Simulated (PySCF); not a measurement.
# [ZrS2]-: doublet, from a linear start

Where does doublet [ZrS2]- go from a linear start, is the end point a minimum, and what are its modes, charges and moments?

The runs use PySCF 2.14.0; PBE0, basis Zr def2-SVPD with ECP28, S def2-SVPD, scalar-relativistic core potentials, no spin–orbit coupling, density fitting.

## 1. Where the work starts

3 atoms, charge -1, spin multiplicity 2.

Bond lengths: Zr1–S2 2.210 Å, Zr1–S3 2.210 Å. Angles: S2–Zr1–S3 180.0°.

Coordinates in bohr (charge -1 multiplicity 2):
```
Zr    0.0000    0.0000    0.0000
S     0.0000    0.0000    4.1763
S     0.0000    0.0000   -4.1763
```

## 2. Relaxation: linear start, doublet

The steps below are one call of a driver around PySCF. For each, scf.py gives the equivalent set-up of the SCF; relaxations use the driver's own optimiser. Before each start the driver seeks the lowest SCF state from one or more starting densities and follows internal instabilities, so scf.py alone need not reach the same state.

The program finds D∞h symmetry in the start, which this walk keeps.

Contents of scf.py:

```python
from pyscf import gto, scf, dft
mol = gto.M(atom='''
Zr     0.000000     0.000000     0.000000
S      0.000000     0.000000     2.210000
S      0.000000     0.000000    -2.210000''',
    basis={'Zr': 'def2-SVPD', 'S': 'def2-SVPD'},
    ecp={'Zr': 'def2-SVPD'},
    charge=-1, spin=1)
mf = dft.UKS(mol, xc='PBE0')
mf.grids.atom_grid = (50, 194)
aux = {'Zr': 'def2-universal-JKFIT', 'S': 'def2-universal-JKFIT'}
mf = mf.density_fit(auxbasis=aux)
mf.kernel()
```

The optimiser's trace:

| step | energy (Eh) | change (kJ/mol) | largest symmetric gradient (Eh/bohr) |
| --- | --- | --- | --- |
| 0 | -843.001350 | 0.00 | 0.05499 |
| 1 | -843.011755 | -27.32 | 0.00580 |
| 2 | -843.011899 | -27.70 | 0.00105 |
| 3 | -843.011904 | -27.71 | 0.00003 |

The walk took 6.5 s on 4 threads, shared host.

Geometry (Å) and forces (eV/Å) at some steps:

```
step 0
Zr   0.000   0.000   0.000   0.000   0.000   0.000
S    0.000   0.000   2.210   0.000   0.000   2.828
S    0.000   0.000  -2.210   0.000   0.000  -2.828
step 1
Zr   0.000   0.000   0.000   0.000   0.000   0.000
S    0.000   0.000   2.305   0.000   0.000   0.298
S    0.000   0.000  -2.305   0.000   0.000  -0.298
step 2
Zr   0.000   0.000   0.000   0.000   0.000   0.000
S    0.000   0.000   2.316   0.000   0.000   0.054
S    0.000   0.000  -2.316   0.000   0.000  -0.054
step 3
Zr   0.000   0.000   0.000   0.000   0.000   0.000
S    0.000   0.000   2.318   0.000   0.000   0.001
S    0.000   0.000  -2.318   0.000   0.000  -0.002
```

After 3 steps and 27.7 kJ/mol it ends at D∞h: Zr–S 2.318 Å (×2); S–Zr–S 180.0°.

## 3. Vibrations and properties at this point

The point is checked on the finer grid, and tightened if its gradient asks for it. The Hessian and the dipole derivatives come from central differences of analytic gradients, with steps of 0.01 bohr.

Changes to scf.py since step 2:

```diff
@@ -3,3 +3,3 @@
-Zr     0.000000     0.000000     0.000000
-S      0.000000     0.000000     2.210000
-S      0.000000     0.000000    -2.210000''',
+Zr    -0.000000     0.000000     0.000000
+S     -0.000000    -0.000000     2.318486
+S      0.000000     0.000000    -2.318486''',
@@ -10 +10 @@
-mf.grids.atom_grid = (50, 194)
+mf.grids.atom_grid = (75, 302)
```

The driver hands on the density of the step before, so the log starts near convergence.

Log of the central SCF (cycles and frontier levels):

```text
init E= -843.011921375431
[... the frontier-level lines of each cycle are left out ...]
cycle= 1 E= -843.011921375287  delta_E= 1.45e-10  |g|= 1.56e-05  |ddm|= 3.12e-05
cycle= 2 E= -843.011921374511  delta_E= 7.76e-10  |g|= 3.58e-05  |ddm|= 7.15e-05
cycle= 3 E= -843.011921375464  delta_E= -9.53e-10  |g|= 2.51e-06  |ddm|= 5.05e-05
cycle= 4 E= -843.011921375468  delta_E= -3.75e-12  |g|= 7.65e-08  |ddm|= 3.58e-06
Extra cycle  E= -843.011921375468  delta_E= -2.27e-13  |g|= 7.66e-08  |ddm|= 2.92e-07
converged SCF energy = -843.011921375468  <S^2> = 0.76015518  2S+1 = 2.0101295
```

The whole step took 16 s.

Geometry: D∞h; Zr–S 2.318 Å (×2); S–Zr–S 180.0°.

Harmonic modes (main isotopes):

| symmetry | ω (cm⁻¹) | IR (km/mol) | μ (u) | type |
| --- | --- | --- | --- | --- |
| πu | 128i | 47.3 | 43.67 | bend |
| σg+ | 423 | 0.0 | 31.97 | stretch |
| σu+ | 467 | 351 | 43.67 | stretch |

2 modes are imaginary, the largest at 128i cm⁻¹: a saddle point, not a minimum.

Constants and moments:

| Item | Value |
| --- | --- |
| Dipole moment about the centre of mass | 0.00 D |
| Highest occupied level | -1.47 eV |
| Lowest empty level | 0.91 eV |
| Rotational constants | 0.04904 cm⁻¹ |
| Zero-point energy (real modes) | 5.3 kJ/mol |
| Principal polarisabilities | 114.1, 114.1, 187.8 bohr³ |
| Principal traceless quadrupole moments about the centre of mass | -39.43, 19.72, 19.72 D Å |
| Spin squared ⟨S²⟩ | 0.760 |

Populations by atom (charges in e):

```tsv
atom	Mulliken	Löwdin	polar tensor	spin (Mulliken)	Mayer order to Zr1
Zr1	0.66	0.08	1.27	1.38	–
S2,3	-0.83	-0.54	-1.14	-0.19	1.49
```

Mulliken populations on Zr1 (outside its core potential): s 2.95, p 6.31, d 2.02, f 0.05.

## 4. Downhill along the imaginary mode

The start is the last point, displaced along its most imaginary mode.

The program finds C2v symmetry in the start, which this walk keeps. Threshold on the gradient: 0.0003 Eh/bohr, with a further test on the energy change.

Changes to scf.py since step 3:

```diff
@@ -3,3 +3,3 @@
-Zr    -0.000000     0.000000     0.000000
-S     -0.000000    -0.000000     2.318486
-S      0.000000     0.000000    -2.318486''',
+Zr     0.000000    -0.177811     0.000000
+S     -0.000000     0.250000     2.318486
+S      0.000000     0.250000    -2.318486''',
@@ -10 +10 @@
-mf.grids.atom_grid = (75, 302)
+mf.grids.atom_grid = (50, 194)
```

Steps of the walk:

| step | energy (Eh) | change (kJ/mol) | largest symmetric gradient (Eh/bohr) |
| --- | --- | --- | --- |
| 0 | -843.016817 | 0.00 | 0.01924 |
| 1 | -843.021722 | -12.88 | 0.01250 |
| 2 | -843.034642 | -46.80 | 0.00779 |
| 3 | -843.035117 | -48.05 | 0.03110 |
| 4 | -843.038023 | -55.68 | 0.00575 |
| 5 | -843.038335 | -56.50 | 0.00216 |
| 6 | -843.038433 | -56.75 | 0.00005 |

The walk took 14 s.

After 6 steps and 56.8 kJ/mol it ends at C2v: Zr–S 2.264 Å (×2); S–Zr–S 117.5°.

## 5. Is it a minimum? Harmonic modes

As before: finer grid, then central differences.

Changes to scf.py since step 4:

```diff
@@ -3,3 +3,3 @@
-Zr     0.000000    -0.177811     0.000000
-S     -0.000000     0.250000     2.318486
-S      0.000000     0.250000    -2.318486''',
+Zr     0.000000    -0.489171     0.000000
+S     -0.000000     0.686896     1.935067
+S      0.000000     0.686896    -1.935067''',
@@ -10 +10 @@
-mf.grids.atom_grid = (50, 194)
+mf.grids.atom_grid = (75, 302)
```

Log of the central SCF (cycles and frontier levels):

```text
init E= -843.038545688599
[... the frontier-level lines of each cycle are left out ...]
cycle= 1 E= -843.038545688244  delta_E= 3.55e-10  |g|= 2.64e-05  |ddm|= 5.32e-05
cycle= 2 E= -843.038545684857  delta_E= 3.39e-09  |g|= 7.5e-05  |ddm|= 0.000135
cycle= 3 E= -843.038545688722  delta_E= -3.86e-09  |g|= 5.72e-06  |ddm|= 0.000102
cycle= 4 E= -843.038545688748  delta_E= -2.61e-11  |g|= 1.44e-06  |ddm|= 9.09e-06
Extra cycle  E= -843.038545688754  delta_E= -5.46e-12  |g|= 2.32e-06  |ddm|= 9.65e-06
converged SCF energy = -843.038545688754  <S^2> = 0.75652461  2S+1 = 2.006514
```

The whole step took 25 s.

Geometry: C2v; Zr–S 2.264 Å (×2); S–Zr–S 117.4°.

Modes, for the most abundant isotopes:

```csv
symmetry,ω (cm⁻¹),IR (km/mol)
a1,128,1.3
a1,481,35.3
b2,483,208
```

All wavenumbers are real: a minimum.

Properties at this point:

| Item | Value |
| --- | --- |
| Dipole moment about the centre of mass | 4.21 D |
| Highest occupied level | -0.97 eV |
| Lowest empty level | 1.48 eV |
| Rotational constants | 0.3262, 0.07041, 0.05791 cm⁻¹ |
| Zero-point energy | 6.5 kJ/mol |
| Principal polarisabilities | 169.1, 176.7, 189.9 bohr³ |
| Principal traceless quadrupole moments about the centre of mass | -22.82, 8.72, 14.10 D Å |
| Entropy at 298.15 K and 1 bar (electronic part: spin only) | 301.3 J/(mol K) |
| Heat capacity Cp at 298.15 K | 52.1 J/(mol K) |
| Enthalpy at 298.15 K above 0 K | 12.96 kJ/mol |
| Rotational symmetry number | 2 |
| Spin squared ⟨S²⟩ | 0.757 |

Charges (e) and bond orders:

```json
{"atom": "Zr1", "Mulliken": "0.52", "Löwdin": "-0.15", "polar tensor": "0.87", "spin (Mulliken)": "1.28", "Mayer order to Zr1": "–"}
{"atom": "S2,3", "Mulliken": "-0.76", "Löwdin": "-0.43", "polar tensor": "-0.94", "spin (Mulliken)": "-0.14", "Mayer order to Zr1": "1.71"}
```

Mulliken populations on Zr1 (outside its core potential): s 2.87, p 6.29, d 2.27, f 0.05.

## 6. All stationary points

| spin | group | bonds | imaginary modes (cm⁻¹) | ΔE (kJ/mol) | with zero-point energy |
| --- | --- | --- | --- | --- | --- |
| doublet | C2v | Zr–S 2.264 Å (×2) | none | 0.0 | 0.0 |
| doublet | D∞h | Zr–S 2.318 Å (×2) | 128i, 128i | 69.9 | – |

## 7. Outcome

```
                                          quantity                             value
                                           minimum                      doublet, C2v
                                          geometry  Zr–S 2.264 Å (×2); S–Zr–S 117.4°
                                wavenumbers (cm⁻¹)      128 (a1), 481 (a1), 483 (b2)
                    dipole moment (centre of mass)                            4.21 D
highest occupied, lowest empty level (either spin)                    -0.97, 1.48 eV
                        polar-tensor charge of Zr1                           +0.87 e
                                 zero-point energy                        6.5 kJ/mol
                               entropy at 298.15 K                   301.3 J/(mol K)
                                              ⟨S²⟩                             0.757
```

What this shows: From D∞h at the start the molecule goes to a C2v minimum, after a first stop at a second-order saddle point 69.9 kJ/mol higher, from which it was pushed off along an imaginary mode. In the infrared the band at 483 cm⁻¹ (b2, stretch) leads. Most of the spin sits on Zr1 (Mulliken spin 1.28, against 1 for the whole molecule). Other starts or spin states, not run here, may lie lower. One determinant may miss the lowest occupation of an open d or f shell.

The search up to here took 72 s on 4 threads, shared host.
